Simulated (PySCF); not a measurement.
# SiClOF2 (SMILES [O][Si](F)(F)Cl) at UMP2/6-311G(d,p)

Aim: the vertical ionisation energy of SiClOF2 at UMP2/6-311G**, from 2 runs. 

Program for the calculation: PySCF 2.14.0.

### 1 The molecule

The species is SiClOF2 (5 atoms), meant as a doublet with charge 0. SMILES: `[O][Si](F)(F)Cl`. The shape is that of a PBE0-D4/def2-TZVP optimisation.

Bond lengths: O1–Si2 1.641 Å, Si2–F3 1.569 Å, Si2–F4 1.569 Å, Si2–Cl5 2.005 Å. Angles: O1–Si2–F3 112.3°, O1–Si2–F4 112.3°, O1–Si2–Cl5 102.8°, F3–Si2–F4 106.3°, F3–Si2–Cl5 111.7°, F4–Si2–Cl5 111.7°.

### 2 The energy at UMP2/6-311G(d,p)

input.py

```python
# [O][Si](F)(F)Cl
from pyscf import gto, mp

mol = gto.Mole()
mol.atom = '''
O       -0.173100       0.048700       1.622400
Si       0.071000      -0.092200       0.005600
F       -0.374600      -1.493300      -0.542700
F        1.581700       0.074400      -0.383900
Cl      -1.055100       1.388700      -0.742800
'''
mol.basis = '6-311g**'
mol.spin = 1
mol.verbose = 4
mol.max_memory = 1860
mol.build()

mf = mol.UHF()
mf.conv_tol = 1e-10
mf.kernel()
if not mf.converged:
    mf = mf.newton().run(mf.mo_coeff, mf.mo_occ)

pt = mp.MP2(mf, frozen=13).run()
etot = pt.e_tot
print(f'total energy: {etot:.8f} hartree')
```

Command:

```
$ OMP_NUM_THREADS=1 python input.py
```

What it wrote:

```text
PySCF version 2.14.0

[INPUT] num. atoms = 5
[INPUT] num. electrons = 57
[INPUT] charge = 0
[INPUT] spin (= nelec alpha-beta = 2S) = 1
[INPUT] symmetry False subgroup None
[INPUT] Mole.unit = angstrom
[INPUT] Symbol           X                Y                Z      unit          X                Y                Z       unit  Magmom
[INPUT]  1 O     -0.173100000000   0.048700000000   1.622400000000 AA   -0.327111592162   0.092029662266   3.065891664494 Bohr   0.0
[INPUT]  2 Si     0.071000000000  -0.092200000000   0.005600000000 AA    0.134170554844  -0.174232748685   0.010582466298 Bohr   0.0
[INPUT]  3 F     -0.374600000000  -1.493300000000  -0.542700000000 AA   -0.707891406262  -2.821928021813  -1.025554367801 Bohr   0.0
[INPUT]  4 F      1.581700000000   0.074400000000  -0.383900000000 AA    2.988979811225   0.140595623668  -0.725465859221 Bohr   0.0
[INPUT]  5 Cl    -1.055100000000   1.388700000000  -0.742800000000 AA   -1.993850034029   2.624262669184  -1.403688565327 Bohr   0.0

nuclear repulsion = 309.297036790672
number of shells = 48
number of NR pGTOs = 186
number of NR cGTOs = 106
basis = 6-311g**
ecp = {}

******** <class 'pyscf.scf.uhf.UHF'> ********
method = UHF
initial guess = minao
damping factor = 0
level_shift factor = 0
DIIS = <class 'pyscf.scf.diis.CDIIS'>
diis_start_cycle = 1
diis_space = 8
diis_damp = 0
SCF conv_tol = 1e-10
SCF conv_tol_grad = None
SCF max_cycles = 50
direct_scf = True
direct_scf_tol = 1e-13
number electrons alpha = 29  beta = 28
Set gradient conv threshold to 1e-05
init E= -1022.69709164901
[... the frontier-level lines of each cycle are left out ...]

cycle= 1 E= -1022.19925665552  delta_E= 0.498  |g|= 0.59  |ddm|= 1.53
cycle= 2 E= -1022.33143947476  delta_E= -0.132  |g|= 0.447  |ddm|= 0.663
cycle= 3 E= -1022.40827513118  delta_E= -0.0768  |g|= 0.0886  |ddm|= 0.266
cycle= 4 E= -1022.42350145712  delta_E= -0.0152  |g|= 0.0398  |ddm|= 0.14
cycle= 5 E= -1022.42747026098  delta_E= -0.00397  |g|= 0.0186  |ddm|= 0.0844
cycle= 6 E= -1022.42819951185  delta_E= -0.000729  |g|= 0.0129  |ddm|= 0.0339
cycle= 7 E= -1022.42854772049  delta_E= -0.000348  |g|= 0.00848  |ddm|= 0.0213
cycle= 8 E= -1022.42879499065  delta_E= -0.000247  |g|= 0.00649  |ddm|= 0.0167
cycle= 9 E= -1022.42904964222  delta_E= -0.000255  |g|= 0.00425  |ddm|= 0.0213
cycle= 10 E= -1022.42920148379  delta_E= -0.000152  |g|= 0.00151  |ddm|= 0.0248
cycle= 11 E= -1022.42921469888  delta_E= -1.32e-05  |g|= 0.000457  |ddm|= 0.00785
cycle= 12 E= -1022.42921530797  delta_E= -6.09e-07  |g|= 0.000169  |ddm|= 0.0016
cycle= 13 E= -1022.42921535442  delta_E= -4.65e-08  |g|= 6.55e-05  |ddm|= 0.000391
cycle= 14 E= -1022.4292153613  delta_E= -6.88e-09  |g|= 2.43e-05  |ddm|= 0.000156
cycle= 15 E= -1022.42921536208  delta_E= -7.81e-10  |g|= 1.06e-05  |ddm|= 5.21e-05
cycle= 16 E= -1022.42921536224  delta_E= -1.57e-10  |g|= 4.15e-06  |ddm|= 2.11e-05
cycle= 17 E= -1022.42921536227  delta_E= -2.75e-11  |g|= 2.02e-06  |ddm|= 7.74e-06
Extra cycle  E= -1022.42921536227  delta_E= -1.59e-12  |g|= 1.32e-06  |ddm|= 2.67e-06
converged SCF energy = -1022.42921536227  <S^2> = 0.75513048  2S+1 = 2.0051239

******** <class 'pyscf.mp.ump2.UMP2'> ********
nocc = (np.int64(16), np.int64(15)), nmo = (93, 93)
frozen orbitals 13
E(UMP2) = -1023.20616100225  E_corr = -0.776945639982247
E(SCS-UMP2) = -1023.17868259674  E_corr = -0.749467234473456
E_corr(same-spin) = -0.211001000198354
E_corr(oppo-spin) = -0.565944639783893
total energy: -1023.20616100 hartree
```

It took 6.6 s on 1 thread of Arm Neoverse V1, shared host; peak memory 0.32 GiB.

### 3 The singlet cation at the same level

run.py

```python
from pyscf import gto, scf, mp

mol = gto.M(
    atom='''
O   -0.173100   0.048700   1.622400
Si   0.071000  -0.092200   0.005600
F   -0.374600  -1.493300  -0.542700
F    1.581700   0.074400  -0.383900
Cl  -1.055100   1.388700  -0.742800
''',
    verbose=3,
    charge=1,
    basis='6-311g**',
    max_memory=1860,
)

myscf = scf.RHF(mol)
myscf.conv_tol = 1e-10
myscf.kernel()
if not myscf.converged:
    myscf = myscf.newton().run(myscf.mo_coeff, myscf.mo_occ)

pt = mp.MP2(myscf, frozen=13).run()
energy = pt.e_tot
print('E = %.10f Eh' % energy)
```

Command:

```
$ OMP_NUM_THREADS=1 python run.py
```

What it wrote:

```text
converged SCF energy = -1021.87073248273
E(RMP2) = -1022.67093903101  E_corr = -0.800206548288682
E(SCS-RMP2) = -1022.64829375364  E_corr = -0.777561270910013
E = -1022.6709390310 Eh
```

It took 3.6 s on 1 thread of Arm Neoverse V1, shared host; peak memory 0.29 GiB.

### 4 Outcome

At UMP2/6-311G**, 13 core orbitals frozen:

| quantity | value |
| --- | --- |
| doublet SiClOF2: total energy | -1023.20616 Eh |
| doublet SiClOF2: dipole moment (Hartree–Fock density) | 0.19 D |
| doublet SiClOF2: HOMO energy (Hartree–Fock orbitals) (highest over α and β) | -13.99 eV |
| doublet SiClOF2: LUMO energy (Hartree–Fock orbitals) (lowest over α and β) | 0.37 eV |
| doublet SiClOF2: correlation energy (13 core orbitals frozen) | -776.9 mEh |
| doublet SiClOF2: ⟨S²⟩ of the reference determinant | 0.755 |
| singlet cation: total energy | -1022.67094 Eh |
| singlet cation: HOMO energy (Hartree–Fock orbitals) | -20.60 eV |
| singlet cation: LUMO energy (Hartree–Fock orbitals) | -12.34 eV |
| singlet cation: HOMO–LUMO gap (Hartree–Fock orbitals) | 8.26 eV |
| singlet cation: correlation energy (13 core orbitals frozen) | -800.2 mEh |
| vertical ionisation energy (to the singlet cation) | 14.564 eV |

**Reading.** Removing an electron at fixed nuclei costs 14.56 eV (336 kcal/mol). Only the singlet of the ionised species was computed; a triplet could lie lower. Mulliken charges (doublet SiClOF2) of the mean-field density run from -0.47 on F3 to +1.62 on Si2. Mulliken charges (singlet cation) of the mean-field density run from -0.39 on F3 to +1.56 on Si2.
